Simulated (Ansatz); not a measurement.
**BeHBr (triplet): the correlation ladder at a displaced geometry (v1), cc-pVDZ**

An exercise on one series of results from a longer session: the logs are not shown, and one member is left open.

Method: cc-pVDZ, core rule «outside noble gas», up to 15 orbitals frozen; program: Ansatz 0.2.0, Gaussian basis.

The runs, in order: UHF; CCSD(T) on ROHF; CCSD(T) on UHF; BCCD(T) on ROHF; CISD as a restricted active space (open shells left free, so some higher excitations enter); CCSDT(Q) on ROHF; CCSDT(Q) on UHF.

44 further runs of the same task are left out: 17 for a known fault of the program, 10 that didn't finish, 17 set aside as unsound or not needed. Runs told in other sessions of the task aren't counted.

### The geometry

The geometry is a PBE0/def2-TZVP stationary point (not a proven minimum) with its atoms shifted at random (size 0.040 Å). No spin-orbit coupling is included. The filled d shell of Br may be among the frozen orbitals whatever the setting's name suggests.

3 atoms, charge 0, spin multiplicity 3.

Atoms are counted from 1 here; the program's logs count them from 0.

Bond lengths: Br1–Be2 2.096 Å, Be2–H3 1.589 Å. Angles: Br1–Be2–H3 71.3°.

The first run:

File in.yaml:

```yaml
crystal:
  periodic: [false, false, false]
  atoms:
    - {symbol: Br, position_ang: [-0.000445, 0.012265, 0.228094]}
    - {symbol: Be, position_ang: [-0.001278, -0.254381, -1.850516]}
    - {symbol: H, position_ang: [0.046686, 1.302190, -1.536252]}
basis:
  gaussian: {orbitals: cc-pVDZ}
magnetization: {spin_polarized: true, initial_magnetization: 2}
hamiltonian: {xc: hf}
output: {orbitals: {seedname: orbitals}}
```

On the command line:

```
ansatz run in.yaml --threads 1 --pin off --events-out ev --progress --plain --max-ram 2393MiB
```

Steps of the session up to this table: UHF; CCSD(T) on ROHF; CCSD(T) on UHF; BCCD(T) on ROHF; CISD as a restricted active space (open shells left free, so some higher excitations enter); CCSDT(Q) on ROHF; CCSDT(Q) on UHF.

One table of the session follows, with a row left open; its other results are not shown here.

It belongs to the step «Misses and costs». 

```
   method  from UCCSDT(Q) (meV)
     ROHF               +4649.9
      UHF               +4519.2
     RMP2                +654.3
     UMP2                +651.8
     CISD                +394.0
    RCCSD                +148.3
    UCCSD                +142.7
 RCCSD(T)                 +29.3
 UCCSD(T)                 +28.9
  BCCD(T)                 +30.0
   RCCSDT                     ?
   UCCSDT                 +10.0
RCCSDT(Q)                  +1.6
UCCSDT(Q)                     0
```

Estimate the missing values for RCCSDT.

The run gave: from UCCSDT(Q) (meV): +10.7. In the column «from UCCSDT(Q) (meV)» it lies between UCCSDT (+10.0) and UCCSD(T) (+28.9).

Limits of these values: Restricted and unrestricted rows rest on different reference determinants; a gap between their highest levels can come from leftover correlation error, from unlike frozen cores or from another state.
